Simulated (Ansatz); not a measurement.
# CH6B2S: the cost of one run

Program: Ansatz 0.2.0, driven from Python. Level of theory: PBE0/6-31G*. These are calculated values, not measurements.

### Step 1. The structure

Bond lengths: B1–B2 1.657 Å, B2–S3 1.887 Å, S3–C4 1.820 Å, B1–H5 1.181 Å, B1–H6 1.181 Å, B2–H7 1.181 Å, C4–H8 1.109 Å, C4–H9 1.110 Å, C4–H10 1.110 Å. Angles: B1–B2–S3 120.1°, B1–B2–H7 119.9°, S3–B2–H7 119.9°, B2–B1–H5 120.0°, B2–B1–H6 120.0°, H5–B1–H6 120.0°, B2–S3–C4 94.2°, S3–C4–H8 108.9°, S3–C4–H9 110.3°, S3–C4–H10 110.3°, H8–C4–H9 108.7°, H8–C4–H10 108.7°, H9–C4–H10 109.9°.

No structure file is read: the coordinates are typed or built in the script.

### Step 2. The code

freq_ch6b2s.py reads:

```python
"""Harmonic frequencies of CH6B2S at its relaxed geometry."""

import ansatz
import numpy as np

BASIS = "6-31G*"
FUNCTIONAL = "pbe0"

GEOMETRY = """
B     1.92590    0.37230   -0.23250
B     0.72550   -0.74870   -0.44910
S    -0.91060   -0.24350   -1.24150
C    -1.70560    0.16950    0.34270
H     1.75590    1.49270   -0.56550
H     2.94930    0.05260    0.26230
H     0.89640   -1.86780   -0.11280
H    -2.74340    0.50890    0.14710
H    -1.15240    0.98850    0.84890
H    -1.74100   -0.72470    1.00020
"""


def main() -> None:
    ch6b2s = ansatz.Crystal.molecule()
    for line in GEOMETRY.strip().splitlines():
        symbol, *xyz = line.split()
        ch6b2s = ch6b2s.atom(symbol, [float(v) for v in xyz])

    calc = (
        ch6b2s.calculation()
        .basis(gaussian=BASIS)  # atom-centred Gaussian functions
        .functional(FUNCTIONAL)
    )
    symbols = [site.symbol for site in ch6b2s.cartesian_sites]
    start = np.array([site.position_ang for site in ch6b2s.cartesian_sites], dtype=float)
    def progress(event):
        if event["event"] == "relax_step":
            row = event["data"]
            print(f"step {row['step']:3d}  E = {row['lagrangian_ev']:.6f} eV  largest force component {row['allowed_force_max_ev_ang']:.4f} eV/A")


    report = calc.relax(force_tolerance=0.003, max_steps=100).session().plan().execute(on_event=progress).report
    end = np.array(report["positions_ang"])

    print("final positions (A) and the move of each atom")
    for symbol, xyz, old in zip(symbols, end, start):
        print(f"{symbol:2s} {xyz[0]:10.5f} {xyz[1]:10.5f} {xyz[2]:10.5f}   {np.linalg.norm(xyz - old):7.4f}")

    # frequencies need a stationary point, so they are taken at the relaxed geometry
    minimum = ansatz.Crystal.molecule()
    for symbol, place in zip(symbols, end):
        minimum = minimum.atom(symbol, place.tolist())
    vibrating = minimum.calculation().basis(gaussian=BASIS).functional(FUNCTIONAL).phonons(temperatures=(100, 500, 100))
    vib = vibrating.run().report["vibrations"]
    sums = vib["harmonic_sums"]
    modes = [m["omega_inv_cm"] for m in sums["modes_at_gamma"] if m["rigid_motion"] == "no"]
    print("frequencies (1/cm):", " ".join(f"{w:.0f}" for w in modes))
    print("imaginary modes:", sum(w < 0 for w in modes), " zero-point energy:", round(sums["zero_point_energy_ev"], 4), "eV")
    print("T (K)   F_vib (eV)   S_vib (meV/K)   C_vib (meV/K)")
    for row in zip(sums["temperatures_k"], sums["vibrational_free_energy_ev"], vib["entropy_ev_per_k"], vib["heat_capacity_ev_per_k"]):
        print(f"{row[0]:6.1f} {row[1]:11.4f} {1000 * row[2]:13.4f} {1000 * row[3]:15.4f}")


if __name__ == "__main__":
    main()
```

### Step 3. Running it

Started as:

```bash
python freq_ch6b2s.py
```

What time and memory should one allow on 1 thread of Arm Neoverse V2, shared host?

About 3.5 min, with a peak of 0.23 GiB.
